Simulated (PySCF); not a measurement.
# MP2/ANO-RCC-VDZP (sfX2C) run of C3H4BrF (SMILES F[C@@H]1C[C@@H]1Br)

What is the vertical ionisation energy of C3H4BrF at MP2/ANO-RCC-VDZP (sfX2C)? 

Program for the calculation: PySCF 2.14.0.

**1. The system as given**

C3H4BrF has 9 atoms, charge 0, and is taken as a singlet. SMILES: `F[C@@H]1C[C@@H]1Br`. The coordinates come from a GFN2-xTB relaxation.

Bond lengths: F1–C2 1.355 Å, C2–C3 1.495 Å, C2–C4 1.497 Å, C3–C4 1.501 Å, C4–Br5 1.922 Å, C2–H6 1.084 Å, C3–H7 1.080 Å, C3–H8 1.079 Å, C4–H9 1.081 Å. Some angles: F1–C2–C3 118.0°, F1–C2–C4 119.0°, C3–C2–C4 60.2°, C2–C3–C4 59.9°, C2–C4–C3 59.8°, C2–C4–Br5 119.7°, C3–C4–Br5 119.1°, F1–C2–H6 110.2°, C3–C2–H6 121.6°, C4–C2–H6 120.0°.

**2. A single-point energy at MP2/ANO-RCC-VDZP (sfX2C)**

job.py reads:

```python
# F[C@@H]1C[C@@H]1Br
from pyscf import gto, scf, mp

mol = gto.M(
    atom='''
F      0.893540     0.606920    -1.576810
C      0.725330     0.423370    -0.244780
C      0.148320    -0.876180     0.217760
C     -0.663280     0.382640     0.312120
Br    -2.168260     0.613970    -0.860840
H      1.515220     0.922790     0.304920
H     -0.123660    -1.583330    -0.552040
H      0.524140    -1.325030     1.124220
H     -0.851340     0.834830     1.275450
''',
    max_memory=1860,
    verbose=3,
    basis='ano-rcc-vdzp',
    spin=0,
)

calc0 = scf.RHF(mol)
calc0 = calc0.x2c()
calc0.conv_tol = 1e-10
calc0.kernel()
if not calc0.converged:
    calc0 = calc0.newton().run(calc0.mo_coeff, calc0.mo_occ)

pt = mp.MP2(calc0, frozen=13).run()
e_final = pt.e_tot
print(f'total energy: {e_final:.8f} hartree')
```

The run is started by

```sh
$ OMP_NUM_THREADS=1 python job.py
```

Log:

```text
converged SCF energy = -2819.9780800189
E(RMP2) = -2820.72183017736  E_corr = -0.743750158458468
E(SCS-RMP2) = -2820.6969947155  E_corr = -0.718914696592553
total energy: -2820.72183018 hartree
```

Run time: 38 s. Hardware: 1 thread of Arm Neoverse V1, shared host; peak memory 0.33 GiB.

**3. The doublet cation, same level**

job.py reads:

```python
from pyscf import gto, scf, mp

molecule = gto.M(
    atom='''
F      1.688546     1.146913    -2.979739
C      1.370675     0.800053    -0.462567
C      0.280284    -1.655740     0.411507
C     -1.253418     0.723085     0.589821
Br    -4.097418     1.160235    -1.626752
H      2.863351     1.743820     0.576215
H     -0.233684    -2.992060    -1.043204
H      0.990481    -2.503944     2.124468
H     -1.608799     1.577600     2.410251
''',
    spin=1,
    basis='ano-rcc-vdzp',
    verbose=4,
    unit='bohr',
    charge=1,
    max_memory=1860,
)

hf = scf.UHF(molecule)
hf = hf.x2c()
hf.conv_tol = 1e-10
hf.kernel()
if not hf.converged:
    hf = hf.newton().run(hf.mo_coeff, hf.mo_occ)

pt = mp.MP2(hf, frozen=13).run()
e_tot = pt.e_tot
print(f'total energy: {e_tot:.8f} hartree')
```

The run is started by

```sh
$ OMP_NUM_THREADS=1 python job.py
```

Log:

```text
PySCF version 2.14.0

[INPUT] num. atoms = 9
[INPUT] num. electrons = 65
[INPUT] charge = 1
[INPUT] spin (= nelec alpha-beta = 2S) = 1
[INPUT] symmetry False subgroup None
[INPUT] Mole.unit = bohr
[INPUT] Symbol           X                Y                Z      unit          X                Y                Z       unit  Magmom
[INPUT]  1 F      0.893540062790   0.606920222508  -1.576809973290 AA    1.688546000000   1.146913000000  -2.979739000000 Bohr   0.0
[INPUT]  2 C      0.725329973578   0.423369815128  -0.244779914924 AA    1.370675000000   0.800053000000  -0.462567000000 Bohr   0.0
[INPUT]  3 C      0.148319905386  -0.876179875209   0.217760126534 AA    0.280284000000  -1.655740000000   0.411507000000 Bohr   0.0
[INPUT]  4 C     -0.663280241357   0.382640103558   0.312119831722 AA   -1.253418000000   0.723085000000   0.589821000000 Bohr   0.0
[INPUT]  5 Br    -2.168260229213   0.613969921312  -0.860840086219 AA   -4.097418000000   1.160235000000  -1.626752000000 Bohr   0.0
[INPUT]  6 H      1.515220096065   0.922789803947   0.304919846590 AA    2.863351000000   1.743820000000   0.576215000000 Bohr   0.0
[INPUT]  7 H     -0.123660247357  -1.583329965705  -0.552039783141 AA   -0.233684000000  -2.992060000000  -1.043204000000 Bohr   0.0
[INPUT]  8 H      0.524139973049  -1.325030102220   1.124220050929 AA    0.990481000000  -2.503944000000   2.124468000000 Bohr   0.0
[INPUT]  9 H     -0.851339767751   0.834829967947   1.275449901797 AA   -1.608799000000   1.577600000000   2.410251000000 Bohr   0.0

nuclear repulsion = 322.917430668683
number of shells = 23
number of NR pGTOs = 450
number of NR cGTOs = 103
basis = ano-rcc-vdzp
ecp = {}

[... 102 lines left out ...]
SCF not converged.
SCF energy = -2819.60609176417 after 50 cycles  <S^2> = 0.78033476  2S+1 = 2.0301081
[... 1 line left out ...]
******** <class 'pyscf.soscf.newton_ah.SecondOrdersfX2C1eUHF'> ********
method = SecondOrdersfX2C1eUHF
initial guess = minao
damping factor = 0
level_shift factor = 0
DIIS = <class 'pyscf.scf.diis.CDIIS'>
diis_start_cycle = 1
diis_space = 8
diis_damp = 0
SCF conv_tol = 1e-10
SCF conv_tol_grad = None
SCF max_cycles = 50
direct_scf = True
direct_scf_tol = 1e-13
number electrons alpha = 33  beta = 32

******** <class 'pyscf.x2c.sfx2c1e.SpinFreeX2CHelper'> ********
approx = 1e
xuncontract = 1
******** <class 'pyscf.x2c.sfx2c1e.sfX2C1eUHF'> Newton solver flags ********
SCF tol = 1e-10
conv_tol_grad = None
max. SCF cycles = 50
direct_scf = True
direct_scf_tol = 1e-13
max_cycle_inner = 12
max_stepsize = 0.05
ah_start_tol = 1e+09
ah_level_shift = 0
ah_conv_tol = 1e-12
ah_lindep = 1e-14
ah_start_cycle = 1
ah_max_cycle = 40
ah_grad_trust_region = 2.5
kf_interval = 4
kf_trust_region = 5
canonicalization = True
Set conv_tol_grad to 1e-05
[... the frontier-level lines of each cycle are left out ...]
Initial guess E= -2819.60609176417  |g|= 0.0241357
macro= 0  E= -2819.62041206291  delta_E= -0.0143203  |g|= 0.0360707  3 KF 21 JK
macro= 1  E= -2819.63006512283  delta_E= -0.00965306  |g|= 0.00691065  4 KF 17 JK
macro= 2  E= -2819.63008340956  delta_E= -1.82867e-05  |g|= 5.97187e-06  4 KF 19 JK
macro= 3  E= -2819.63008340955  delta_E= 5.91172e-12  |g|= 2.35182e-06  1 KF 2 JK
Canonicalize SCF orbitals
macro X = 4  E=-2819.63008340955  |g|= 2.35182e-06  total 13 KF 64 JK
converged SCF energy = -2819.63008340955  <S^2> = 0.76071066  2S+1 = 2.0106821

******** <class 'pyscf.mp.ump2.UMP2'> ********
nocc = (np.int64(20), np.int64(19)), nmo = (90, 90)
frozen orbitals 13
E(UMP2) = -2820.34584948651  E_corr = -0.715766076959593
E(SCS-UMP2) = -2820.32276282373  E_corr = -0.692679414171708
E_corr(same-spin) = -0.191815244053619
E_corr(oppo-spin) = -0.523950832905974
total energy: -2820.34584949 hartree
```

Run time: 55 s. Hardware: 1 thread of Arm Neoverse V1, shared host; peak memory 0.36 GiB.

**4. Results**

At MP2/ANO-RCC-VDZP (sfX2C), 13 core orbitals frozen:

```
                                                                  quantity           value
                                             singlet C3H4BrF: total energy  -2820.72183 Eh
                     singlet C3H4BrF: dipole moment (Hartree–Fock density)          3.15 D
                      singlet C3H4BrF: HOMO energy (Hartree–Fock orbitals)       -10.67 eV
                      singlet C3H4BrF: LUMO energy (Hartree–Fock orbitals)         2.19 eV
                    singlet C3H4BrF: HOMO–LUMO gap (Hartree–Fock orbitals)        12.86 eV
             singlet C3H4BrF: correlation energy (13 core orbitals frozen)      -743.8 mEh
                                              doublet cation: total energy  -2820.34585 Eh
doublet cation: HOMO energy (Hartree–Fock orbitals) (highest over α and β)       -17.41 eV
 doublet cation: LUMO energy (Hartree–Fock orbitals) (lowest over α and β)        -8.26 eV
              doublet cation: correlation energy (13 core orbitals frozen)      -715.8 mEh
                         doublet cation: ⟨S²⟩ of the reference determinant           0.761
                        vertical ionisation energy (to the doublet cation)       10.231 eV
```

The vertical ionisation energy comes to 10.23 eV (236 kcal/mol). Mulliken charges (singlet C3H4BrF) of the mean-field density run from -0.34 on F1 to +0.45 on C2. Mulliken charges (doublet cation) of the mean-field density run from -0.30 on F1 to +0.63 on Br5; they depend strongly on the basis.
